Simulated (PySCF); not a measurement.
# C₁₀H₈BrClN₂: NMR shieldings

What do calculations give for the NMR shieldings of C₁₀H₈BrClN₂ (`Cn1nc(-c2ccc(Br)cc2)cc1Cl`)?

Computed with PySCF 2.14.0 and routines of our own; the level stands in each step. Atoms count from 0.

## (1) The starting structure

22 atoms, charge 0, multiplicity 1; geometry from: GFN2-xTB.

## (2) NMR shieldings: PBE0/pcSseg-1 Br:us-x2c-TZVPall-2c Cl:us-pcSseg-1 (PBE0), spin–orbit

The job: settings as JSON, then the geometry in Å.

```
{"job": {"kind": "hnmr", "xc": "PBE0", "basis": {"default": "pcSseg-1", "Br": "us-x2c-TZVPall-2c", "Cl": "us-pcSseg-1"}, "rel": "so"}, "charge": 0, "multiplicity": 1}
C      3.744017     0.982074    -0.231791
N      2.569281     0.160897    -0.246689
N      1.362428     0.686058    -0.106026
C      0.490083    -0.317387    -0.164468
C     -0.939270    -0.085407    -0.043356
C     -1.417039     1.213871     0.136606
C     -2.769770     1.459484     0.255148
C     -3.656362     0.396592     0.194037
Br    -5.526782     0.724511     0.358830
C     -3.208446    -0.900984     0.015755
C     -1.852446    -1.137317    -0.102084
C      1.171877    -1.539811    -0.352141
C      2.498616    -1.180990    -0.397872
Cl     3.904558    -2.126891    -0.600246
H      4.285585     0.890301    -1.174639
H      4.404490     0.689490     0.586021
H      3.419164     2.010299    -0.092639
H     -0.705314     2.022475     0.180970
H     -3.137047     2.464837     0.394266
H     -3.913581    -1.716827    -0.030101
H     -1.505568    -2.149106    -0.240609
H      0.771115    -2.526783    -0.440505
```

With the program's defaults for keys left out, this is: PBE0/pcSseg-1 Br:us-x2c-TZVPall-2c Cl:us-pcSseg-1 GIAO NMR shielding, X2C with spin-orbit coupling, screened-nuclear two-electron part, Gaussian nuclei, gas phase.

Started as:

```console
> OMP_NUM_THREADS=1 python heavy_run.py task.json out
```

This one command runs all jobs of the session in turn.

Standard output:

```text
spin-free SCF
coarse grid: 95464 points
cycle   1  E = -3562.3263018527  dE =  2.821e+00  |g| = 5.617e-01  |ddm| = 5.212e+00
cycle   2  E = -3562.2307205406  dE =  9.558e-02  |g| = 8.590e-01  |ddm| = 1.376e+00
cycle   3  E = -3562.3924183065  dE = -1.617e-01  |g| = 1.561e-01  |ddm| = 8.771e-01
cycle   4  E = -3562.3972053160  dE = -4.787e-03  |g| = 6.755e-02  |ddm| = 2.072e-01
cycle   5  E = -3562.3982368628  dE = -1.032e-03  |g| = 2.006e-02  |ddm| = 8.197e-02
cycle   6  E = -3562.3983268754  dE = -9.001e-05  |g| = 7.730e-03  |ddm| = 2.688e-02
cycle   7  E = -3562.3983410397  dE = -1.416e-05  |g| = 1.849e-03  |ddm| = 9.113e-03
cycle   8  E = -3562.3983417830  dE = -7.434e-07  |g| = 4.635e-04  |ddm| = 2.166e-03
final grid: 201864 points
cycle   9  E = -3562.3983925971  dE =  3.036e-09  |g| = 6.906e-04  |ddm| = 2.955e-03
cycle  10  E = -3562.3983923853  dE =  2.117e-07  |g| = 1.144e-03  |ddm| = 1.921e-03
cycle  11  E = -3562.3983927148  dE = -3.295e-07  |g| = 1.390e-04  |ddm| = 1.186e-03
cycle  12  E = -3562.3983927195  dE = -4.656e-09  |g| = 2.798e-05  |ddm| = 1.700e-04
converged SCF energy = -3562.3983927195
two-component SCF
cycle   1  E = -3562.3325225456  dE = -3.562e+03  |FDS-SDF| = 8.968e+00
cycle   2  E = -3562.4737677033  dE = -1.412e-01  |FDS-SDF| = 9.466e-02
cycle   3  E = -3562.4738933316  dE = -1.256e-04  |FDS-SDF| = 3.304e-03
cycle   4  E = -3562.4739028341  dE = -9.503e-06  |FDS-SDF| = 1.286e-03
cycle   5  E = -3562.4739041374  dE = -1.303e-06  |FDS-SDF| = 7.905e-04
cycle   6  E = -3562.4739044352  dE = -2.978e-07  |FDS-SDF| = 1.728e-04
cycle   7  E = -3562.4739044446  dE = -9.381e-09  |FDS-SDF| = 1.251e-04
cycle   8  E = -3562.4739044486  dE = -4.057e-09  |FDS-SDF| = 1.893e-05
converged, E = -3562.4739044486

Field gradients (au) and densities at the nuclei (bohr^-3)
atom        Vxx        Vyy        Vzz        centre      nuclear mean
  0 C     -0.1527    -0.2017     0.3544        114.411        114.411
  1 N      0.2580     0.4907    -0.7487        185.571        185.571
  2 N      0.1014     0.8529    -0.9543        186.249        186.249
  3 C     -0.0247    -0.1436     0.1683        114.537        114.537
  4 C     -0.0775    -0.2036     0.2812        114.568        114.568
  5 C     -0.1556    -0.1762     0.3318        114.624        114.623
  6 C     -0.1146    -0.1785     0.2931        114.620        114.620
  7 C      0.0840     0.2968    -0.3808        114.589        114.589
  8 Br    -3.7368    -4.2170     7.9538      39258.120      39229.650
  9 C     -0.1164    -0.1693     0.2857        114.616        114.616
 10 C     -0.1255    -0.1692     0.2948        114.616        114.616
 11 C     -0.0136    -0.0950     0.1086        114.576        114.576
 12 C     -0.1152    -0.2062     0.3215        114.489        114.489
 13 Cl    -1.9498    -2.1272     4.0770       3266.641       3266.540
 14 H     -0.1379    -0.1606     0.2985          0.384          0.384
 15 H     -0.1380    -0.1606     0.2986          0.384          0.384
 16 H     -0.1427    -0.1612     0.3039          0.380          0.380
 17 H     -0.1538    -0.1694     0.3232          0.387          0.387
 18 H     -0.1520    -0.1731     0.3251          0.388          0.388
 19 H     -0.1516    -0.1735     0.3251          0.388          0.388
 20 H     -0.1521    -0.1772     0.3293          0.392          0.392
 21 H     -0.1612    -0.1914     0.3526          0.385          0.385
without picture change
  8 Br                           8.2167                     60005.446

Core orbital energies (eV)
atom   shell        mean    spread
  8 Br 1s       -13365.832   0.000
  8 Br 2s        -1754.965   0.000
  8 Br 3s         -247.143   0.000
  8 Br 4s          -22.342   0.000
  8 Br 2p1/2     -1578.528   0.000
  8 Br 2p3/2     -1531.280   0.065
  8 Br 3p1/2      -185.419   0.000
  8 Br 3p3/2      -178.491   0.202
  8 Br 3d3/2       -71.469   0.231
  8 Br 3d5/2       -70.403   0.309
 13 Cl 1s        -2778.211   0.000
 13 Cl 2s         -262.022   0.000
 13 Cl 3s          -24.185   0.000
 13 Cl 2p1/2      -199.696   0.000
 13 Cl 2p3/2      -198.006   0.178

Shielding tensors (ppm)
atom      isotropic    diamagn.    paramagn.     s11        s22        s33       span
  0 C       148.74      241.58      -92.84     128.54     132.33     185.35      56.81
  1 N        44.43      339.41     -294.98     -67.53      82.71     118.12     185.65
  2 N       -70.68      329.40     -400.08    -283.51     -65.83     137.29     420.80
  3 C        34.50      246.07     -211.57     -35.99      16.86     122.63     158.62
  4 C        50.92      258.76     -207.84     -45.98      25.43     173.32     219.29
  5 C        55.56      248.14     -192.59     -45.88      37.13     175.42     221.30
  6 C        48.72      251.61     -202.89     -53.00      45.75     153.41     206.41
  7 C        55.74      250.44     -194.70     -48.73      75.06     140.90     189.63
  8 Br     2332.63     2985.70     -653.08    1883.15    1942.16    3172.58    1289.43
  9 C        49.36      250.52     -201.16     -52.54      47.27     153.34     205.88
 10 C        56.68      250.71     -194.03     -43.69      45.00     168.74     212.43
 11 C        79.19      256.97     -177.78      11.78      74.82     150.96     139.18
 12 C        52.05      254.62     -202.58     -22.54      79.03      99.65     122.19
 13 Cl      809.62     1126.99     -317.38     603.18     818.32    1007.35     404.17
 14 H        27.89       26.41        1.48      23.10      26.55      34.04      10.94
 15 H        27.89       26.60        1.29      23.10      26.54      34.04      10.94
 16 H        27.40       28.79       -1.39      21.83      27.35      33.01      11.18
 17 H        23.14       33.81      -10.67      17.41      23.22      28.79      11.38
 18 H        23.84       29.54       -5.69      18.69      23.15      29.70      11.01
 19 H        23.87       29.25       -5.37      18.67      23.27      29.68      11.00
 20 H        24.04       33.96       -9.92      18.82      23.68      29.62      10.79
 21 H        24.97       34.01       -9.04      20.25      25.15      29.51       9.26
```

It took 15 min on 1 thread of Arm Neoverse V2, shared host; peak memory 2.8 GiB.

In short:

```
                       quantity       value
energy from spin-orbit coupling  -0.0755 Eh
```

The fields below are evaluated on a grid from the run's orbitals.

Frontier orbitals at PBE0/us-x2c-TZVPall-2c+us-pcSseg-1+pcSseg-1, with the share of their density that lies nearest to each atom:

```csv
orbital,energy (eV),lies on
HOMO,-6.44,"Br8 15 %; C4, C7 about 13 % each; N1, N2 about 10 % each"
LUMO,-1.02,"C4, C7 about 18 % each; N2 13 %; C3, C5 about 8 % each"
```

ELF in a plane through or near 20 of the atoms.

Ten even steps from ' ' (0.00) to '@' (1.00):
```
                                                        
                                                        
              ....                                      
            --****..  --@@%%    --                      
          ::##@@%%::  %%@@@@  ##@@##  ..**--            
        ..++##..##::  %%@@@@  @@@@%%  ##@@@@            
        ::##**%%==++**--**##  @@@@##::@@@@@@            
        ::##@@####--**::::**  ==....%%++@@++  ::--      
          --**==--..====%%**==##++::##==++  ::####::    
                ::%%++..::++%%--##::--@@**--**%%%%==    
            --==##==##++%%++**--##..::::..%%::++++==    
          ..**--::****::++::..##::##++%%++##--**==--    
          ..==..==..--@@@@::==****@@==**::==++==##::    
            ..%%@@++  %%##  @@@@**++++@@::..##%%##..    
            ::@@@@%%  ::..  @@@@==..@@@@%%  --++--      
              %%@@**        @@%%..  @@@@%%    ..        
                ..                  ==%%::              
                                                        
                                                        
                                                        
```
The map spans 16.3 Å across and 10.3 Å up, centred on the molecule. Atoms in the plane (x, y in Å): C0 (-3.7, -1.0), N1 (-2.6, -0.2), N2 (-1.4, -0.7), C3 (-0.5, 0.3), C4 (0.9, 0.1), C5 (1.4, -1.2), C6 (2.8, -1.4), C7 (3.7, -0.3), Br8 (5.6, -0.6), C9 (3.2, 1.0), C10 (1.8, 1.2), C11 (-1.2, 1.5), C12 (-2.5, 1.2), Cl13 (-4.0, 2.1), H16 (-3.4, -2.1), H17 (0.8, -2.0), H18 (3.2, -2.4), H19 (3.9, 1.8), H20 (1.5, 2.2), H21 (-0.8, 2.5).

log10 of the density (e/Å³) in the same plane.

Values, 10 rows by 14 columns:
```
-4.0 -4.0 -4.0 -4.0 -4.0 -4.0 -4.0 -4.0 -4.0 -4.0 -4.0 -4.0 -4.0 -4.0
-4.0 -4.0 -3.5 -2.3 -2.1 -3.1 -2.7 -3.3 -3.3 -3.8 -4.0 -4.0 -4.0 -4.0
-4.0 -4.0 -2.1 -0.4 -0.3 -1.5 -0.4 -1.7 -1.0 -2.0 -1.7 -2.9 -4.0 -4.0
-4.0 -4.0 -1.7  0.2  0.3 -0.1  0.3 -1.2  0.3 -0.5  0.1 -1.9 -2.8 -3.9
-4.0 -4.0 -2.1 -0.8 -0.3  0.2  0.3 -0.3  0.4  0.3 -0.2 -1.1 -1.3 -2.8
-4.0 -4.0 -2.3 -0.7  0.0  0.5  0.4  0.0  0.1 -0.4  0.4  0.5  0.0 -2.2
-4.0 -4.0 -2.3 -0.4  0.3 -0.5  0.0 -0.6  1.3  1.8 -0.5  0.1 -0.2 -2.4
-4.0 -4.0 -3.2 -1.6 -0.4 -1.8 -1.9 -0.8 -0.9 -0.2 -0.9 -1.6 -1.8 -3.2
-4.0 -4.0 -4.0 -3.1 -2.4 -3.4 -3.6 -2.6 -2.6 -1.8 -2.1 -3.1 -3.3 -4.0
-4.0 -4.0 -4.0 -4.0 -4.0 -4.0 -4.0 -4.0 -4.0 -3.8 -3.9 -4.0 -4.0 -4.0
```
The map spans 16.3 Å across and 10.3 Å up, centred on the molecule. Atoms in the plane (x, y in Å): C0 (-3.7, -1.0), N1 (-2.6, -0.2), N2 (-1.4, -0.7), C3 (-0.5, 0.3), C4 (0.9, 0.1), C5 (1.4, -1.2), C6 (2.8, -1.4), C7 (3.7, -0.3), Br8 (5.6, -0.6), C9 (3.2, 1.0), C10 (1.8, 1.2), C11 (-1.2, 1.5), C12 (-2.5, 1.2), Cl13 (-4.0, 2.1), H16 (-3.4, -2.1), H17 (0.8, -2.0), H18 (3.2, -2.4), H19 (3.9, 1.8), H20 (1.5, 2.2), H21 (-0.8, 2.5).

On the surface of density 0.002 e/bohr³ the electrostatic potential runs, from the 1st to the 99th percentile, from -1.02 V near N2 to 1.20 V near H21.

## (3) NMR shieldings: KT2/pcSseg-1 Br:us-x2c-TZVPall-2c Cl:us-pcSseg-1 (KT2), spin–orbit

Settings changed since step 2:

```diff
@@ -1,2 +1,2 @@
-{"job": {"kind": "hnmr", "xc": "PBE0", "basis": {"default": "pcSseg-1", "Br": "us-x2c-TZVPall-2c", "Cl": "us-pcSseg-1"}, "rel": "so"}, "charge": 0, "multiplicity": 1}
+{"job": {"kind": "hnmr", "xc": "KT2", "basis": {"default": "pcSseg-1", "Br": "us-x2c-TZVPall-2c", "Cl": "us-pcSseg-1"}, "rel": "so"}, "charge": 0, "multiplicity": 1}
 C      3.744017     0.982074    -0.231791
```

Level: KT2/pcSseg-1 Br:us-x2c-TZVPall-2c Cl:us-pcSseg-1 GIAO NMR shielding, X2C with spin-orbit coupling, screened-nuclear two-electron part, Gaussian nuclei, gas phase.

Standard output:

```text
spin-free SCF
coarse grid: 95464 points
cycle   1  E = -3585.6890615653  dE =  2.356e+00  |g| = 1.068e+00  |ddm| = 5.378e+00
cycle   2  E = -3585.4514388343  dE =  2.376e-01  |g| = 1.176e+00  |ddm| = 2.031e+00
cycle   3  E = -3585.6560588248  dE = -2.046e-01  |g| = 7.324e-01  |ddm| = 1.988e+00
cycle   4  E = -3585.7769254025  dE = -1.209e-01  |g| = 2.768e-01  |ddm| = 9.418e-01
cycle   5  E = -3585.7926260374  dE = -1.570e-02  |g| = 9.993e-02  |ddm| = 3.471e-01
cycle   6  E = -3585.7947389701  dE = -2.113e-03  |g| = 3.847e-02  |ddm| = 1.320e-01
cycle   7  E = -3585.7950385563  dE = -2.996e-04  |g| = 1.753e-02  |ddm| = 6.139e-02
cycle   8  E = -3585.7951112929  dE = -7.274e-05  |g| = 3.127e-03  |ddm| = 2.176e-02
cycle   9  E = -3585.7951124121  dE = -1.119e-06  |g| = 2.001e-03  |ddm| = 5.201e-03
final grid: 201864 points
cycle  10  E = -3585.7953757710  dE =  7.765e-06  |g| = 8.415e-03  |ddm| = 1.010e-02
cycle  11  E = -3585.7953023726  dE =  7.340e-05  |g| = 1.733e-02  |ddm| = 2.835e-02
cycle  12  E = -3585.7953818835  dE = -7.951e-05  |g| = 3.539e-03  |ddm| = 2.537e-02
cycle  13  E = -3585.7953845255  dE = -2.642e-06  |g| = 1.590e-03  |ddm| = 5.109e-03
cycle  14  E = -3585.7953851686  dE = -6.431e-07  |g| = 2.174e-04  |ddm| = 1.957e-03
cycle  15  E = -3585.7953851808  dE = -1.217e-08  |g| = 2.611e-05  |ddm| = 2.642e-04
cycle  16  E = -3585.7953851809  dE = -1.655e-10  |g| = 7.383e-06  |ddm| = 3.140e-05
converged SCF energy = -3585.7953851809
two-component SCF
cycle   1  E = -3585.7291048696  dE = -3.586e+03  |FDS-SDF| = 8.996e+00
cycle   2  E = -3585.8711554586  dE = -1.421e-01  |FDS-SDF| = 8.829e-03
cycle   3  E = -3585.8711553062  dE =  1.524e-07  |FDS-SDF| = 1.923e-03
cycle   4  E = -3585.8711540602  dE =  1.246e-06  |FDS-SDF| = 2.538e-03
cycle   5  E = -3585.8711556090  dE = -1.549e-06  |FDS-SDF| = 7.711e-04
cycle   6  E = -3585.8711557407  dE = -1.317e-07  |FDS-SDF| = 1.597e-04
cycle   7  E = -3585.8711557472  dE = -6.410e-09  |FDS-SDF| = 4.848e-05
converged, E = -3585.8711557472

Field gradients (au) and densities at the nuclei (bohr^-3)
atom        Vxx        Vyy        Vzz        centre      nuclear mean
  0 C     -0.1549    -0.2008     0.3557        114.885        114.885
  1 N      0.2702     0.5039    -0.7741        186.244        186.243
  2 N      0.0340     0.8778    -0.9118        186.885        186.884
  3 C     -0.0109    -0.1300     0.1410        115.022        115.022
  4 C     -0.0645    -0.1926     0.2571        115.054        115.054
  5 C     -0.1417    -0.1628     0.3045        115.099        115.099
  6 C     -0.1028    -0.1654     0.2683        115.098        115.098
  7 C      0.0640     0.3005    -0.3645        115.089        115.089
  8 Br    -3.5541    -4.0345     7.5886      39693.162      39663.552
  9 C     -0.1045    -0.1563     0.2609        115.095        115.095
 10 C     -0.1151    -0.1534     0.2686        115.094        115.094
 11 C     -0.0025    -0.0890     0.0916        115.060        115.060
 12 C     -0.1476    -0.1872     0.3348        114.980        114.980
 13 Cl    -1.8905    -2.0378     3.9283       3312.099       3311.995
 14 H     -0.1393    -0.1603     0.2996          0.390          0.390
 15 H     -0.1394    -0.1603     0.2997          0.390          0.390
 16 H     -0.1441    -0.1608     0.3050          0.386          0.386
 17 H     -0.1548    -0.1692     0.3239          0.394          0.394
 18 H     -0.1528    -0.1725     0.3253          0.395          0.395
 19 H     -0.1524    -0.1729     0.3253          0.395          0.395
 20 H     -0.1532    -0.1766     0.3298          0.399          0.399
 21 H     -0.1621    -0.1905     0.3526          0.392          0.392
without picture change
  8 Br                           7.8396                     60749.974

Core orbital energies (eV)
atom   shell        mean    spread
  8 Br 1s       -13350.093   0.000
  8 Br 2s        -1741.178   0.000
  8 Br 3s         -240.424   0.000
  8 Br 4s          -20.184   0.000
  8 Br 2p1/2     -1566.335   0.000
  8 Br 2p3/2     -1519.218   0.069
  8 Br 3p1/2      -179.616   0.000
  8 Br 3p3/2      -172.804   0.217
  8 Br 3d3/2       -68.061   0.221
  8 Br 3d5/2       -67.013   0.296
 13 Cl 1s        -2771.811   0.000
 13 Cl 2s         -256.798   0.000
 13 Cl 3s          -21.963   0.000
 13 Cl 2p1/2      -195.458   0.000
 13 Cl 2p3/2      -193.785   0.191

vertical triplet (scalar unrestricted SCF): 3.301 eV

Shielding tensors (ppm)
atom      isotropic    diamagn.    paramagn.     s11        s22        s33       span
  0 C       147.41      242.89      -95.48     127.73     129.92     184.57      56.84
  1 N        51.66      339.64     -287.98     -47.93      90.50     112.40     160.33
  2 N       -50.52      330.80     -381.32    -237.40     -45.90     131.72     369.12
  3 C        44.23      246.56     -202.33     -16.10      27.42     121.38     137.47
  4 C        59.94      259.00     -199.06     -26.52      37.04     169.30     195.81
  5 C        65.46      249.15     -183.69     -25.90      51.62     170.67     196.57
  6 C        57.42      251.74     -194.32     -34.73      59.03     147.97     182.70
  7 C        63.12      251.63     -188.51     -28.64      85.15     132.84     161.48
  8 Br     2281.85     2992.53     -710.68    1814.97    1892.31    3138.27    1323.30
  9 C        57.91      250.52     -192.61     -34.60      60.39     147.95     182.55
 10 C        66.08      251.52     -185.44     -24.06      58.82     163.47     187.53
 11 C        86.94      257.92     -170.99      25.00      85.32     150.49     125.49
 12 C        61.12      255.28     -194.16      -4.85      90.59      97.62     102.47
 13 Cl      803.70     1132.17     -328.47     597.15     815.04     998.92     401.77
 14 H        27.81       26.36        1.45      23.12      26.38      33.92      10.79
 15 H        27.81       26.59        1.22      23.13      26.38      33.92      10.79
 16 H        27.39       29.36       -1.97      22.17      27.31      32.69      10.52
 17 H        23.48       34.54      -11.06      17.87      23.88      28.69      10.82
 18 H        24.09       29.56       -5.47      19.07      23.75      29.46      10.39
 19 H        24.11       29.22       -5.11      19.05      23.85      29.44      10.39
 20 H        24.36       34.61      -10.24      19.30      24.32      29.47      10.16
 21 H        25.13       34.68       -9.55      20.64      25.42      29.33       8.69
```

Wall time 3.7 min (1 thread of Arm Neoverse V2, shared host); peak memory 2 GiB.

From this job:

```
                       quantity       value
energy from spin-orbit coupling  -0.0758 Eh
```

(Part 1 of 2 ends here.)
